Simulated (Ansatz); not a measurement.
**C₉H₂₀: a ladder of functionals and wavefunction methods**

One table from this session's results is given with a row withheld; the runs are named, their logs left out.

Method: functionals in def2-TZVPP, the program's frozen cores in correlated methods; program: Ansatz 0.2.0, Gaussian basis.

Plan: LDA (SPW92), PBE-D4, revPBE-D4, BLYP-D4, r2SCAN-D4, B97M-V, PBE0-D4, B3LYP-D4, r2SCANh-D4, r2SCAN0-D4, HSE06-D4, BHLYP-D4, CAM-B3LYP-D4, LC-ωPBE, ωB97X-V, ωB97M-V, B2PLYP, PBE-QIDH; CCSD(T)/def2-SVP; CCSD(T)/def2-TZVPP; MP2/def2-QZVPP; extrapolation to the limit; RPA on PBE.

## The relaxed structure

The geometry comes from an earlier relaxation with PBE0-D4 in a triple-zeta def2 set; it is a stationary point, not always the lowest conformer.

SMILES `CCC(CC)(CC)CC`, 29 atoms, charge 0, spin multiplicity 1.

Atoms are counted from 1 here; the program's logs count them from 0.

Bond lengths: C1–C2 1.519 Å, C1–H10 1.093 Å, C1–H11 1.093 Å, C1–H12 1.093 Å, C2–C3 1.538 Å, C2–H13 1.095 Å, C2–H14 1.095 Å, C3–C4 1.538 Å, C3–C6 1.538 Å, C3–C8 1.538 Å, C4–C5 1.519 Å, C4–H15 1.095 Å, C4–H16 1.095 Å, C5–H17 1.093 Å, C5–H18 1.093 Å, C5–H19 1.093 Å, C6–C7 1.519 Å, C6–H20 1.095 Å and more. Angles: C2–C1–H10 112.1°, C2–C1–H11 110.4°, C2–C1–H12 112.1°, H10–C1–H11 107.2°, H10–C1–H12 107.6°, H11–C1–H12 107.2°, C1–C2–C3 116.6°, C1–C2–H13 109.1°, C1–C2–H14 109.1°, C3–C2–H13 108.2°, C3–C2–H14 108.2°, H13–C2–H14 105.1°, C2–C3–C4 111.0°, C2–C3–C6 106.5°, C2–C3–C8 111.0°, C4–C3–C6 111.0°, C4–C3–C8 106.5°, C6–C3–C8 111.0° and more.

Set-up of the first run:

File in.yaml:

```yaml
crystal:
  periodic: [false, false, false]
  atoms:
    - {symbol: C, position_ang: [0.131482, 0.650310, -2.514718]}
    - {symbol: C, position_ang: [0.353571, 1.050171, -1.065928]}
    - {symbol: C, position_ang: [0.000102, -0.000057, 0.000091]}
    - {symbol: C, position_ang: [-1.480959, -0.402597, -0.093363]}
    - {symbol: C, position_ang: [-2.500582, 0.710497, 0.078663]}
    - {symbol: C, position_ang: [0.311787, 0.639563, 1.363204]}
    - {symbol: C, position_ang: [0.040525, -0.211629, 2.592067]}
    - {symbol: C, position_ang: [0.816011, -1.287366, -0.203544]}
    - {symbol: C, position_ang: [2.328241, -1.148997, -0.156313]}
    - {symbol: H, position_ang: [0.729134, -0.219946, -2.796348]}
    - {symbol: H, position_ang: [0.413875, 1.467022, -3.183174]}
    - {symbol: H, position_ang: [-0.915175, 0.412141, -2.718755]}
    - {symbol: H, position_ang: [-0.218993, 1.959206, -0.853665]}
    - {symbol: H, position_ang: [1.401974, 1.335937, -0.930143]}
    - {symbol: H, position_ang: [-1.642670, -0.889835, -1.060667]}
    - {symbol: H, position_ang: [-1.671571, -1.181101, 0.652861]}
    - {symbol: H, position_ang: [-2.421373, 1.191898, 1.056329]}
    - {symbol: H, position_ang: [-2.391932, 1.487513, -0.681788]}
    - {symbol: H, position_ang: [-3.515260, 0.314420, -0.005902]}
    - {symbol: H, position_ang: [-0.256637, 1.572322, 1.441333]}
    - {symbol: H, position_ang: [1.363136, 0.945978, 1.364929]}
    - {symbol: H, position_ang: [0.630702, -1.131158, 2.592679]}
    - {symbol: H, position_ang: [0.296835, 0.338127, 3.500733]}
    - {symbol: H, position_ang: [-1.011874, -0.494643, 2.670886]}
    - {symbol: H, position_ang: [0.526691, -1.727415, -1.163701]}
    - {symbol: H, position_ang: [0.499467, -2.015872, 0.550318]}
    - {symbol: H, position_ang: [2.675501, -0.768014, 0.807069]}
    - {symbol: H, position_ang: [2.804883, -2.119757, -0.311357]}
    - {symbol: H, position_ang: [2.703082, -0.476730, -0.931816]}
basis:
  gaussian: {orbitals: def2-TZVPP}
hamiltonian: {xc: lda}
output: {orbitals: {seedname: orbitals}}
```

Launch:

```sh
$ ansatz run in.yaml --threads 5 --pin off --events-out ev --progress --plain --max-ram 66560MiB --backend cuda --devices 0, --max-vram 37GiB
```

Among the steps run: LDA; PBE-D4 (GGA); revPBE-D4 (GGA); BLYP-D4 (GGA); r2SCAN-D4 (meta-GGA); B97M-V (meta-GGA); PBE0-D4 (hybrid); B3LYP-D4 (hybrid); r2SCANh-D4 (hybrid); r2SCAN0-D4 (hybrid); HSE06-D4 (hybrid); BHLYP-D4 (hybrid); CAM-B3LYP-D4 (range-separated); LC-ωPBE (range-separated); ωB97X-V (range-separated); ωB97M-V (range-separated); B2PLYP (double hybrid); PBE-QIDH (double hybrid).

One of the session's tables, all rows but one given; the rest of the session is left out.

It belongs to the step «Frontier levels by functional». 

| functional | HOMO (eV) | LUMO (eV) | gap (eV) |
| --- | --- | --- | --- |
| LDA (SPW92) | -7.04 | -0.07 | 6.97 |
| PBE-D4 | -6.96 | 0.15 | 7.11 |
| revPBE-D4 | -6.91 | 0.27 | 7.18 |
| BLYP-D4 | ? | ? | ? |
| r2SCAN-D4 | -7.21 | 0.79 | 8.00 |
| B97M-V | -7.37 | 0.23 | 7.60 |
| PBE0-D4 | -8.26 | 0.95 | 9.21 |
| B3LYP-D4 | -8.09 | 0.64 | 8.73 |
| r2SCANh-D4 | -7.69 | 1.03 | 8.72 |
| r2SCAN0-D4 | -8.43 | 1.36 | 9.79 |
| HSE06-D4 | -7.86 | 0.58 | 8.44 |
| BHLYP-D4 | -9.54 | 1.58 | 11.12 |
| CAM-B3LYP-D4 | -9.67 | 1.74 | 11.40 |
| LC-ωPBE | -10.97 | 3.04 | 14.00 |
| ωB97X-V | -10.66 | 2.78 | 13.44 |
| ωB97M-V | -10.54 | 2.38 | 12.92 |

Q: Estimate the row for BLYP-D4 from the others.

Worked estimate for «HOMO (eV)». Against the share of exact exchange, B3LYP-D4 (0.2, -8.09), BHLYP-D4 (0.5, -9.54) give a slope of -4.83 per unit share; at 0 the line stands at -7.12.

**Answer.** HOMO (eV): -6.88; LUMO (eV): 0.18; gap (eV): 7.06. In «HOMO (eV)» the line misses by -0.24.
